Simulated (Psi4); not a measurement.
# SnH4S (SMILES [SH][SnH3]): CAM-B3LYP/def2-TZVPP (core potential, sweep point 4)

Aim: the vertical electron affinity of SnH4S at CAM-B3LYP/def2-TZVPP (core potential, sweep point 4), from 2 runs. Input form: a Python script.

The results are computed with Psi4 1.11.

## 1. The molecule

SnH4S: 6 atoms, total charge 0, spin state singlet. As SMILES, `[SH][SnH3]`. The coordinates come from a PBE0-D4/def2-TZVP relaxation.

Bond lengths: S1–Sn2 2.406 Å, S1–H3 1.343 Å, Sn2–H4 1.706 Å, Sn2–H5 1.706 Å, Sn2–H6 1.701 Å. Angles: S1–Sn2–H4 109.4°, S1–Sn2–H5 109.5°, S1–Sn2–H6 104.7°, Sn2–S1–H3 93.9°, H4–Sn2–H5 110.2°, H4–Sn2–H6 111.4°, H5–Sn2–H6 111.4°.

## 2. The energy at CAM-B3LYP/def2-TZVPP (core potential, sweep point 4)

Contents of h4ssn.py:

```python
import psi4

psi4.set_memory(1600000000)
psi4.set_num_threads(1)
psi4.core.set_output_file('psi4.out', False)

molecule = psi4.geometry("""
0 1
S      1.95454373    -1.71076906     2.38426745
Sn    -0.58959455     0.86209306    -0.36736276
H      2.14786271    -3.61334532     0.71526134
H     -3.30815455    -0.70883627    -1.09509629
H      1.06448273     1.52444206    -3.05323050
H     -1.18939362     3.52547306     1.32866644
units au
symmetry c1
""")

psi4.set_options(dict(basis='def2-TZVPP', reference='rks', puream=True, scf_type='pk', dft_radial_points=99, dft_spherical_points=590))

e, wfn = psi4.energy("cam-b3lyp", return_wfn=True)
print(f'cam-b3lyp energy: {e:.10f} Eh')
```

Started as:

```bash
$ python h4ssn.py
```

psi4.out:

```text
[...]
    !!!  WARNING: ECP capability is in beta. Please check occupations closely.  !!!
[...]
  Running in c1 symmetry.
[...]
  Nuclear repulsion =  116.934173834734835
[...]
  Multiplicity = 1
[...]
  Nalpha       = 21
  Nbeta        = 21
[...]
    Number of basis functions: 148
[...]
 WARNING: Atomic UHF is not converging! Try casting from a smaller basis or call Rob at CCMST.
   -------------------------
[...]
   @RKS iter   1:  -614.74063115323031   -1.35241e+00   4.34785e-03 DIIS/ADIIS
[...]
   @RKS iter   8:  -614.90181847355132   -2.14801e-08   3.96518e-07 DIIS
[...]
    Orbital Energies [Eh]
    ---------------------
    Doubly Occupied:
       1A    -88.919238     2A     -7.998394     3A     -5.961636
       4A     -5.959159     5A     -5.954037     6A     -5.189591
       7A     -3.533272     8A     -3.530548     9A     -3.530191
      10A     -1.114344    11A     -1.112424    12A     -1.111916
      13A     -1.107484    14A     -1.107395    15A     -0.797374
      16A     -0.596267    17A     -0.466592    18A     -0.404503
      19A     -0.396745    20A     -0.368408    21A     -0.315131
[...]
  @RKS Final Energy:  -614.90181847355132
   => Energetics <=
    Nuclear Repulsion Energy =            116.9341738347348354
    One-Electron Energy =               -1161.8829198137475487
    Two-Electron Energy =                 463.6606690199266154
    DFT Exchange-Correlation Energy =     -33.6137415144652749
    Empirical Dispersion Energy =           0.0000000000000000
    VV10 Nonlocal Energy =                  0.0000000000000000
    Total Energy =                       -614.9018184735513159
[...]
 Multipole Moments:
 ------------------------------------------------------------------------------------
     Multipole            Electronic (a.u.)      Nuclear  (a.u.)        Total (a.u.)
 ------------------------------------------------------------------------------------
 L = 1.  Multiply by 2.5417464519 to convert [e a0] to [Debye]
 Dipole X            :        -19.8669765           19.5751553           -0.2918212
 Dipole Y            :         21.0926693          -20.9875099            0.1051594
 Dipole Z            :        -20.3877689           19.8635170           -0.5242519
 Magnitude           :                                                    0.6091454
[...]
```

Standard output:

```text
cam-b3lyp energy: -614.9018184736 Eh
```

Run time: 65 s. Hardware: 1 thread of Intel Xeon Platinum 8259CL at 2.50GHz (Skylake/Cascade Lake), shared host; peak memory 1.2 GiB.

## 3. The doublet anion, same level

Contents of calc.py:

```python
import psi4

psi4.set_memory('1600 MB')
psi4.set_num_threads(1)
psi4.set_output_file('output.dat', False)

mol = psi4.geometry("""
-1 2
S      1.95454373    -1.71076906     2.38426745
Sn    -0.58959455     0.86209306    -0.36736276
H      2.14786271    -3.61334532     0.71526134
H     -3.30815455    -0.70883627    -1.09509629
H      1.06448273     1.52444206    -3.05323050
H     -1.18939362     3.52547306     1.32866644
units au
symmetry c1
""")

psi4.set_options({
    'basis': 'def2-TZVPP',
    'reference': 'uks',
    'puream': True,
    'scf_type': 'pk',
    'dft_radial_points': 99,
    'dft_spherical_points': 590,
    'maxiter': 150,
})

e_tot = psi4.energy('CAM-B3LYP', molecule=mol)
print(f'CAM-B3LYP energy: {e_tot:.10f} Eh')
for k, v in sorted(psi4.core.scalar_variables().items()):
    print(f'{k:45s} {v:18.10f}')
```

Started as:

```bash
$ python calc.py
```

output.dat:

```text
[...]
    !!!  WARNING: ECP capability is in beta. Please check occupations closely.  !!!
[...]
  Running in c1 symmetry.
[...]
  Nuclear repulsion =  116.934173834734835
[...]
  Multiplicity = 2
[...]
  Nalpha       = 22
  Nbeta        = 21
[...]
    Number of basis functions: 148
[...]
 WARNING: Atomic UHF is not converging! Try casting from a smaller basis or call Rob at CCMST.
   -------------------------
[...]
   @UKS iter   1:  -614.53163945058384   -1.14342e+00   5.48604e-03 DIIS/ADIIS
[...]
   @UKS iter  12:  -614.86505920500724   -1.73163e-07   4.19959e-07 DIIS
[...]
   @S^2 Observed:                7.526347363E-01
[...]
    Orbital Energies [Eh]
    ---------------------
    Alpha Occupied:
       1A    -88.714089     2A     -7.795767     3A     -5.758903
       4A     -5.756036     5A     -5.751675     6A     -4.983676
       7A     -3.326479     8A     -3.324947     9A     -3.324751
      10A     -0.908681    11A     -0.907314    12A     -0.907247
      13A     -0.902601    14A     -0.902345    15A     -0.608598
      16A     -0.407261    17A     -0.280913    18A     -0.217830
      19A     -0.211796    20A     -0.188145    21A     -0.129525
      22A      0.062582
    Alpha Virtual:
      23A      0.209643    24A      0.216891    25A      0.223489
[...]
  @UKS Final Energy:  -614.86505920500724
   => Energetics <=
    Nuclear Repulsion Energy =            116.9341738347348354
    One-Electron Energy =               -1170.2077393664230840
    Two-Electron Energy =                 472.1341305014327077
    DFT Exchange-Correlation Energy =     -33.7256241747517294
    Empirical Dispersion Energy =           0.0000000000000000
    VV10 Nonlocal Energy =                  0.0000000000000000
    Total Energy =                       -614.8650592050072419
[...]
 Multipole Moments:
 ------------------------------------------------------------------------------------
     Multipole            Electronic (a.u.)      Nuclear  (a.u.)        Total (a.u.)
 ------------------------------------------------------------------------------------
 L = 1.  Multiply by 2.5417464519 to convert [e a0] to [Debye]
 Dipole X            :        -19.6228652           19.5751553           -0.0477099
 Dipole Y            :         20.9270631          -20.9875099           -0.0604468
 Dipole Z            :        -20.0329746           19.8635170           -0.1694576
 Magnitude           :                                                    0.1861341
[...]
```

The script printed:

```text
CAM-B3LYP energy: -614.8650592050 Eh
CURRENT ENERGY                                   -614.8650592050
CURRENT REFERENCE ENERGY                         -614.8650592050
DD SOLVATION ENERGY                                 0.0000000000
DFT FUNCTIONAL TOTAL ENERGY                      -614.8650592050
DFT TOTAL ENERGY                                 -614.8650592050
DFT VV10 ENERGY                                     0.0000000000
DFT XC ENERGY                                     -33.7256241748
GRID ELECTRONS ALPHA                               21.9999988578
GRID ELECTRONS BETA                                20.9999996476
GRID ELECTRONS TOTAL                               42.9999985054
NUCLEAR REPULSION ENERGY                          116.9341738347
ONE-ELECTRON ENERGY                             -1170.2077393664
PCM POLARIZATION ENERGY                             0.0000000000
PE ENERGY                                           0.0000000000
SCF ITERATION ENERGY                             -614.8650592050
SCF ITERATIONS                                     12.0000000000
SCF TOTAL ENERGY                                 -614.8650592050
TWO-ELECTRON ENERGY                               472.1341305014
XC GRID RADIAL POINTS                              99.0000000000
XC GRID SPHERICAL POINTS                          590.0000000000
XC GRID TOTAL POINTS                           335173.0000000000
```

Wall time 1.8 min (1 thread of Intel Xeon Platinum 8259CL at 2.50GHz (Skylake/Cascade Lake), shared host); peak memory 1.2 GiB.

## 4. What came out

At CAM-B3LYP/def2-TZVPP (core potential, sweep point 4):

| quantity | value |
| --- | --- |
| singlet SnH4S: total energy | -614.90182 Eh |
| singlet SnH4S: dipole moment | 1.55 D |
| singlet SnH4S: HOMO energy | -8.58 eV |
| singlet SnH4S: LUMO energy | 0.28 eV |
| singlet SnH4S: HOMO–LUMO gap | 8.86 eV |
| doublet anion: total energy | -614.86506 Eh |
| doublet anion: HOMO energy (highest over α and β) | 1.70 eV |
| doublet anion: LUMO energy (lowest over α and β) | 5.00 eV |
| doublet anion: ⟨S²⟩ | 0.753 |
| vertical electron affinity (to the doublet anion) | -1.000 eV |

The anion lies 1.00 eV (97 kJ/mol) above the neutral: the electron isn't bound at this level, and such a value depends on the basis. Without diffuse functions anions come out too high. The HOMO (doublet anion) lies at positive energy, 1.70 eV; only total energies tell whether the electron is bound.
